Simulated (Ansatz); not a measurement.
## La₂O₃, space group P-62m: a convergence test of the plane-wave cutoff

Run with Ansatz 0.2.0, Python API.

Script `ecut_la2o3.py`:
```python
# -*- coding: utf-8 -*-
"""Convergence of La2O3 with the plane-wave cutoff."""

import csv

import ansatz as az
from pymatgen.core import Lattice, Structure
from pymatgen.io.ase import AseAtomsAdaptor

FUNCTIONAL = "lda"
MESH = (6, 6, 6)


def main():
    pmg_structure = Structure(
        Lattice([(6.26678028, 0.0, 0.0), (-3.13339014, 5.42719092, 0.0), (0.0, 0.0, 3.299766)]),
        ["La", "La", "O", "O", "O"],
        [
            (1 / 3, 2 / 3, 0.5),
            (2 / 3, 1 / 3, 0.5),
            (0.491986, 0.491986, 0.0),
            (0.0, 0.508014, 0.0),
            (0.508014, 0.0, 0.0),
        ],
    )
    system = az.Crystal.from_ase(AseAtomsAdaptor.get_atoms(pmg_structure))

    job = (
        system.calculation()
        .functional(FUNCTIONAL)
        .kpoints(*MESH, center="gamma")
        .occupations(az.OccupationsMethod.FIXED)
        .band_table()
    )

    rows = []
    for value in [250, 325, 400, 475, 550, 625]:
        summary = job.basis(value).run(threads=1, pin="off").report
        rows.append((value, summary["free_energy_ev"] / len(summary["lattice"]["sites"]), summary["n_iterations"], summary["gap_by_band_count_ev"], summary["n_pw"]))

    with open("ecut.csv", "w", newline="") as handle:
        writer = csv.writer(handle)
        writer.writerow(["cutoff (eV)", "F/atom (eV)", "iterations", "gap by band count (eV)", "plane waves"])
        writer.writerows([round(v, 5) if isinstance(v, float) else v for v in row] for row in rows)

    # the last row is the reference
    for row in rows[:-1]:
        shift = 1000 * (row[1] - rows[-1][1])
        print(f"{row[0]}: {shift:+.2f} meV/atom" + ("  (within 1 meV)" if abs(shift) < 1 else ""))


if __name__ == "__main__":
    main()
```

`python ecut_la2o3.py` gives:
```text
DeckWarning: basis.ecutwfc = 250 eV is below the records' recommended 420 eV, and the density's cutoff is lower with it unless basis.ecutrho_ratio is high enough to keep the records' density cutoff: compare with a run at a higher cutoff
DeckWarning: basis.ecutwfc = 325 eV is below the records' recommended 420 eV, and the density's cutoff is lower with it unless basis.ecutrho_ratio is high enough to keep the records' density cutoff: compare with a run at a higher cutoff
DeckWarning: basis.ecutwfc = 400 eV is below the records' recommended 420 eV, and the density's cutoff is lower with it unless basis.ecutrho_ratio is high enough to keep the records' density cutoff: compare with a run at a higher cutoff
250: +1311.23 meV/atom
325: +152.28 meV/atom
400: +11.69 meV/atom
475: +0.41 meV/atom  (within 1 meV)
550: +0.08 meV/atom  (within 1 meV)
```
(Warnings from the package without file and line.)

File `ecut.csv` afterwards:
```csv
cutoff (eV),F/atom (eV),iterations,gap by band count (eV),plane waves
250,-2763.98564,8,1.37801,981
325,-2765.14458,8,1.37001,1503
400,-2765.28517,8,1.38721,2045
475,-2765.29646,8,1.38595,2639
550,-2765.29678,8,1.38595,3295
625,-2765.29687,8,1.38592,4015
```

From 475 eV on it stays within 1 meV an atom of the value at 625 eV; the first row (250 eV) is off by 1311.2 meV and the last but one by 0.08 meV. The energy falls steadily, as expected when plane waves are added. The last run costs about 3.4 times the first.

Semilocal gaps usually lie well under measured ones. Semilocal functionals put the empty 4f levels of La too low, which can move the conduction edge. The structure comes from a database of computed cells and needn't be a stable or known phase. Gaps and levels are Kohn-Sham values on a finite set of k-points, without spin-orbit coupling. Shifts are counted from the last row, which is itself no proven limit. Hardware and time: 74 s on 1 thread of Intel(R) Xeon(R) Platinum 8259CL CPU @ 2.50GHz (Skylake/Cascade Lake), with other jobs on the host, peak memory 0.56 GiB.
